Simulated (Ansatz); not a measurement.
**C2H6Ge: a ladder of functionals and wavefunction methods**

One table from this session's results is given with a row withheld; the runs are named, their logs left out.

Program: Ansatz 0.2.0, Gaussian basis. Level of theory: functionals in def2-TZVPP, the program's frozen cores in correlated methods. These are calculated values, not measurements.

Levels to be run: LDA (SPW92), PBE-D4, revPBE-D4, BLYP-D4, r2SCAN-D4, B97M-V, PBE0-D4, B3LYP-D4, r2SCANh-D4, r2SCAN0-D4, HSE06-D4, BHLYP-D4, CAM-B3LYP-D4, LC-ωPBE, ωB97X-V, ωB97M-V, B2PLYP, PBE-QIDH; CCSD(T)/def2-SVP; CCSD(T)/def2-TZVPP; MP2/def2-QZVPP; extrapolation to the limit; RPA on PBE.

**The relaxed structure**

All runs share one geometry, relaxed beforehand with PBE0-D4 in a triple-zeta def2 set.

SMILES `[CH2]1[CH2][GeH2]1`, 9 atoms, charge 0, spin multiplicity 1.

Atoms are counted from 1 here; the program's logs count them from 0.

Bond lengths: C1–C2 1.524 Å, C1–Ge3 1.943 Å, C1–H4 1.084 Å, C1–H5 1.084 Å, C2–Ge3 1.943 Å, C2–H6 1.084 Å, C2–H7 1.084 Å, Ge3–H8 1.522 Å, Ge3–H9 1.522 Å. Angles: C2–C1–Ge3 66.9°, C2–C1–H4 117.0°, C2–C1–H5 117.0°, Ge3–C1–H4 117.7°, Ge3–C1–H5 117.7°, H4–C1–H5 113.1°, C1–C2–Ge3 66.9°, C1–C2–H6 117.0°, C1–C2–H7 117.0°, Ge3–C2–H6 117.7°, Ge3–C2–H7 117.7°, H6–C2–H7 113.1°, C1–Ge3–C2 46.2°, C1–Ge3–H8 118.5°, C1–Ge3–H9 118.5°, C2–Ge3–H8 118.5°, C2–Ge3–H9 118.5°, H8–Ge3–H9 117.6°.

As a file:

```mol
C2H6Ge
  3D, bonds by distance, orders not assigned

  9  9  0  0  0  0  0  0  0  0999 V2000
   -0.2138   -0.4252   -0.8619 C   0  0
    0.9705    0.1721   -0.1103 C   0  0
   -0.6830    0.2231    0.9084 Ge  0  0
   -0.5843    0.1291   -1.7170 H   0  0
   -0.2057   -1.4978   -1.0207 H   0  0
    1.7434   -0.5148    0.2163 H   0  0
    1.3647    1.1121   -0.4801 H   0  0
   -1.4241    1.5481    1.0231 H   0  0
   -0.8792   -0.7931    2.0251 H   0  0
  1  2  8  0
  2  3  8  0
  1  4  8  0
  1  5  8  0
  2  6  8  0
  2  7  8  0
  3  8  8  0
  3  9  8  0
  1  3  8  0
M  END
```

Set-up of the first run:

in.yaml reads:

```yaml
crystal:
  periodic: [false, false, false]
  atoms:
    - {symbol: C, position_ang: [-0.213768, -0.425190, -0.861862]}
    - {symbol: C, position_ang: [0.970467, 0.172114, -0.110298]}
    - {symbol: Ge, position_ang: [-0.683029, 0.223123, 0.908427]}
    - {symbol: H, position_ang: [-0.584341, 0.129114, -1.716997]}
    - {symbol: H, position_ang: [-0.205714, -1.497814, -1.020718]}
    - {symbol: H, position_ang: [1.743374, -0.514759, 0.216255]}
    - {symbol: H, position_ang: [1.364730, 1.112136, -0.480085]}
    - {symbol: H, position_ang: [-1.424077, 1.548135, 1.023125]}
    - {symbol: H, position_ang: [-0.879241, -0.793060, 2.025051]}
basis:
  gaussian: {orbitals: def2-TZVPP}
hamiltonian: {xc: lda}
output: {orbitals: {seedname: orbitals}}
```

On the command line:

```sh
$ ansatz run in.yaml --threads 2 --pin off --events-out ev --progress --plain --max-ram 4352MiB
```

Steps of the session up to this table: LDA; PBE-D4 (GGA); revPBE-D4 (GGA); BLYP-D4 (GGA); r2SCAN-D4 (meta-GGA); B97M-V (meta-GGA); B3LYP-D4 (hybrid); r2SCANh-D4 (hybrid); r2SCAN0-D4 (hybrid); HSE06-D4 (hybrid); BHLYP-D4 (hybrid); CAM-B3LYP-D4 (range-separated); LC-ωPBE (range-separated); ωB97X-V (range-separated); ωB97M-V (range-separated); B2PLYP (double hybrid); PBE-QIDH (double hybrid).

One table of the session follows, with a row left open; its other results are not shown here.

It belongs to the step «Orbital energies across the functionals». 

| functional | HOMO (eV) | LUMO (eV) | gap (eV) |
| --- | --- | --- | --- |
| LDA (SPW92) | -5.57 | -0.43 | 5.13 |
| PBE-D4 | -5.41 | -0.25 | 5.15 |
| revPBE-D4 | -5.34 | -0.17 | 5.17 |
| BLYP-D4 | -5.25 | -0.18 | 5.07 |
| r2SCAN-D4 | -5.61 | 0.01 | 5.62 |
| B97M-V | -5.58 | -0.10 | 5.49 |
| PBE0-D4 | -6.44 | 0.56 | 7.00 |
| B3LYP-D4 | -6.24 | 0.31 | 6.55 |
| r2SCANh-D4 | -5.99 | 0.30 | 6.29 |
| r2SCAN0-D4 | -6.57 | 0.72 | 7.29 |
| HSE06-D4 | ? | ? | ? |
| BHLYP-D4 | -7.34 | 1.36 | 8.69 |
| CAM-B3LYP-D4 | -7.70 | 1.51 | 9.21 |
| LC-ωPBE | -9.01 | 2.65 | 11.66 |
| ωB97X-V | -8.67 | 2.52 | 11.19 |
| ωB97M-V | -8.56 | 2.29 | 10.85 |

Q: Estimate the row for HSE06-D4 from the others.

The run gave: HOMO (eV): -6.04; LUMO (eV): 0.18; gap (eV): 6.23. In the column «HOMO (eV)» it lies between B3LYP-D4 (-6.24) and r2SCANh-D4 (-5.99).
